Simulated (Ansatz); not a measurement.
**Sc5Al: from a guess to a relaxed structure**

The task: take a trial cell of Sc5Al to zero force and stress, then test the end with a random kick.

Method: DFT PBE, scalar-relativistic, plane waves, PAW, in Ansatz 0.2.0.

1 further run of the same task is left out (for a known fault of the program). Runs told in other sessions of the task aren't counted.

## Step 1: The system as given

It takes space group P-62m (No. 189, hexagonal). Conventional cell: a = 5.591 Å, b = 5.591 Å, c = 5.065 Å, α = 90.00°, β = 90.00°, γ = 120.00°. Sc (site symmetry m2m) has 10 Sc at 3.05 to 3.32 Å and 2 Al at 3.08 Å in its first shell of neighbours. Sc (site symmetry -6) is surrounded by 9 Sc at 3.18 to 3.23 Å and 3 Al at 3.23 Å. Al (site symmetry -62m) has 12 Sc at 3.08 to 3.23 Å in its first shell of neighbours.

Structure file:

```
CELL_PARAMETERS angstrom
5.59123 0.00000 0.00000
-2.79562 4.84215 0.00000
0.00000 0.00000 5.06475
ATOMIC_POSITIONS crystal
Sc 0.00000 0.68504 0.00000
Sc 0.68504 0.00000 0.00000
Sc 0.31496 0.31496 0.00000
Sc 0.33333 0.66667 0.50000
Sc 0.66667 0.33333 0.50000
Al 0.00000 0.00000 0.50000
```

The start is the relaxed end of an invented cell (made as: elements ordered on the sites of the Lu type, Al/Sc on Lu (P-62m, No. 189)), taken up again for a closer look.

## Step 2: A first look at the guess

Contents of input.yaml:

```yaml
crystal:
  lattice:
    - [5.591233, 0.0, 0.0]
    - [-2.7956165, 4.8421498, 0.0]
    - [0.0, 0.0, 5.064747]
  atoms:
    - { symbol: Sc, position: [0.0, 0.685036, 0.0] }
    - { symbol: Sc, position: [0.685036, 0.0, 0.0] }
    - { symbol: Sc, position: [0.314964, 0.314964, 0.0] }
    - { symbol: Sc, position: [0.3333333, 0.6666667, 0.5] }
    - { symbol: Sc, position: [0.6666667, 0.3333333, 0.5] }
    - { symbol: Al, position: [0.0, 0.0, 0.5] }
basis:
  ecutwfc: 420
kpoints:
  mp_grid: { grid: [6, 6, 4] }
hamiltonian:
  xc: pbe
scf:
  occupations: { method: gaussian, width: 0.1 }
  lower_state_search: "off"
output:
  forces: true
  stress: true
  eigenvalues: true
```

Run with:

```
$ ansatz run input.yaml --threads 4 --pin off --max-ram 8192MiB --backend cpu --events-out ev --progress --plain --runs-dir out
```

The session goes on with these runs: spin check on a coarse mesh; final relaxation; kick test: the unmoved cell on a coarse mesh; kicked and relaxed without symmetry.

What does the calculation give? Wanted: conventional cell; volume; energy over the elements; gap on the mesh.

**Answer**, as computed:

```
                              quantity                                                                       value
symmetry at the end (tolerance 0.05 Å)                                                 space group P-62m (No. 189)
                     conventional cell  a = 5.591 Å, b = 5.591 Å, c = 5.065 Å, α = 90.00°, β = 90.00°, γ = 120.00°
                                volume                                                               22.85 Å³/atom
              energy over the elements                                                               -0.11 eV/atom
                       gap on the mesh                                                                none (metal)
```

In words: The space group P-62m (No. 189) is kept, at nearly the size of the first guess. A negative formation energy is needed for stability but isn't enough; other structures and compounds were not set against it here. It survived the kick, though modes of other wave vectors, which need another repeat, weren't probed. Other magnetic orders were not searched.
